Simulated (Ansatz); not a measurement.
Consider the interaction energy of a dimer with the counterpoise correction of BBrH₂S, SMILES SBBr (the Ansatz DFT code, driven from Python).

`dimer_bbrh2s.py`
```python
import logging
import sys

import ansatz as az

logging.basicConfig(stream=sys.stdout, format="%(name)s: %(message)s")
logger = logging.getLogger("calc")
logger.setLevel(logging.INFO)

FIRST = [
    ("S", (-1.3377, 0.4863, 0.154)),
    ("B", (0.4205, 0.0496, 0.3219)),
    ("Br", (0.9037, -1.8711, 0.4787)),
    ("H", (-1.247, 0.4538, -1.2644)),
    ("H", (1.2605, 0.8813, 0.3099)),
]
SECOND = [
    ("S", (3.336, -5.4089, -3.0189)),
    ("B", (2.6794, -4.9942, -1.3736)),
    ("Br", (3.2973, -3.3163, -0.5077)),
    ("H", (2.2507, -4.7489, -3.6575)),
    ("H", (1.8835, -5.6873, -0.8409)),
]

def energy(atoms, ghosts=()):
    molecule = az.Crystal.molecule()
    for symbol, xyz in atoms:
        molecule = molecule.atom(symbol, xyz)
    calc = (
        molecule.calculation()
        .basis(gaussian="def2-SVP")
        .correlation("mp2")
    )
    deck = calc.input()
    if ghosts:
        deck = deck.set(az.key.basis.gaussian.ghost_atoms, [{"symbol": s, "position_ang": list(xyz)} for s, xyz in ghosts])
    return az.Session.from_dict(deck).plan().execute().report["free_energy_ev"]

both = energy(FIRST + SECOND)
alone = energy(FIRST) + energy(SECOND)
ghosted = energy(FIRST, SECOND) + energy(SECOND, FIRST)
logger.info(f"dimer {both:.6f} eV")
logger.info(f"interaction, uncorrected   {96.485332 * (both - alone):8.3f} kJ/mol")
logger.info(f"interaction, counterpoise  {96.485332 * (both - ghosted):8.3f} kJ/mol")
logger.info(f"basis-set superposition    {96.485332 * (alone - ghosted):8.3f} kJ/mol")
```

How large is the interaction at this pose, and how much of it is basis-set superposition?

Uncorrected it is 42.481 kJ/mol, with the counterpoise correction 51.308 kJ/mol; the difference, 8.83 kJ/mol, is the superposition error. In this basis both values are repulsive.

The output:

Running `python dimer_bbrh2s.py` prints:
```text
calc: dimer -163040.039089 eV
calc: interaction, uncorrected     42.481 kJ/mol
calc: interaction, counterpoise    51.308 kJ/mol
calc: basis-set superposition       8.827 kJ/mol
```

What to keep in mind:
- Total energies depend on the basis set; only differences at equal settings carry meaning.
- The dimer is a generated trial pose of unrelaxed monomers, not a minimum, so the figure is no binding energy, and the basis set is small.
- Hardware and time: 15 s on 1 thread of Intel(R) Xeon(R) Processor @ 2.30GHz (shared host), peak memory 0.48 GiB.
